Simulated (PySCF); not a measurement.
# How the numerical set-up moves the result for BeN (quartet)

Which parts of the numerical set-up matter for BeN (quartet)? Each run edits the base script.

Program: PySCF 2.14.0. Level of theory: method and basis as typed in the scripts. These are calculated values, not measurements.

1 further run of the same task is left out (it didn't finish).

## Step 1: The starting structure

BeN (quartet): 2 atoms, charge 0, spin multiplicity 4.

Bond lengths: Be1–N2 1.696 Å.

## Step 2: The run that the others are compared with

Contents of input.py:

```python
from pyscf import gto, scf, mp

mol = gto.M(
    atom='Be 0 0 0; N 0 0 1.696',
    basis='pcseg-1',
    charge=0,
    spin=3,
    verbose=3,
)
mf = scf.UHF(mol)
mf.kernel()
mp.MP2(mf, frozen=1).kernel()
mf.dip_moment()
print('orbital energies (hartree):', [e[max(0, n-3):n+3].round(4) for e, n in zip(mf.mo_energy, mol.nelec)])
```

Started as:

```bash
$ OMP_NUM_THREADS=1 python input.py
```

Its log is not repeated here.

It gives: E(SCF) = -68.958950 Eh, E(MP2) − E(SCF) = -0.11166 Eh, ⟨S²⟩ = 3.764, μ = 2.08 D (of the SCF density).

The bond length is a typed value, not an optimised one. The quartet is typed in the script; nothing here shows that it is the ground state.

## Step 3: 6-311++g**

Variant 1 changes basis set: pcseg-1 → 6-311++g**.

Contents of input.py:

```python
from pyscf import gto, scf, mp

mol = gto.M(
    atom='Be 0 0 0; N 0 0 1.696',
    basis='6-311++g**',
    charge=0,
    spin=3,
    verbose=3,
)
mf = scf.UHF(mol)
mf.kernel()
mp.MP2(mf, frozen=1).kernel()
mf.dip_moment()
print('orbital energies (hartree):', [e[max(0, n-3):n+3].round(4) for e, n in zip(mf.mo_energy, mol.nelec)])
```

Started as:

```bash
$ OMP_NUM_THREADS=1 python input.py
```

## Step 4: Spin-free X2C on

Variant 2 changes spin-free X2C: off → on.

input.py: that of step 2 with these lines changed.

```diff
@@ -10,2 +10,3 @@
 mf = scf.UHF(mol)
+mf = mf.sfx2c1e()
 mf.kernel()
```

**Question.** What will these runs give? Wanted: for each run, E(SCF); from base; gap, α spin; SCF dipole; after the SCF.

**Answer**, as computed:

```
             run  E(SCF) (hartree)  from base (eV)  gap, α spin (eV)  SCF dipole (D)  functions                           after the SCF
            base        -68.958950               0             10.84            2.08         23  MP2 correlation -3.039 eV, core frozen
      6-311++g**        -69.002889         -1.1956              9.97            2.00         44  MP2 correlation -3.749 eV, core frozen
spin-free X2C on        -68.990135         -0.8486             10.84            2.07         23  MP2 correlation -3.039 eV, core frozen
```

In words: The largest comparable shift of the SCF energy, -1.196 eV, comes with the run “6-311++g**”. 6-311++g** (44 functions) gives an energy 1.20 eV lower than pcseg-1 (23). Scalar relativity lowers the total energy by 0.85 eV, nearly all of it in the inner shells; a basis contracted without relativity catches only part of it.
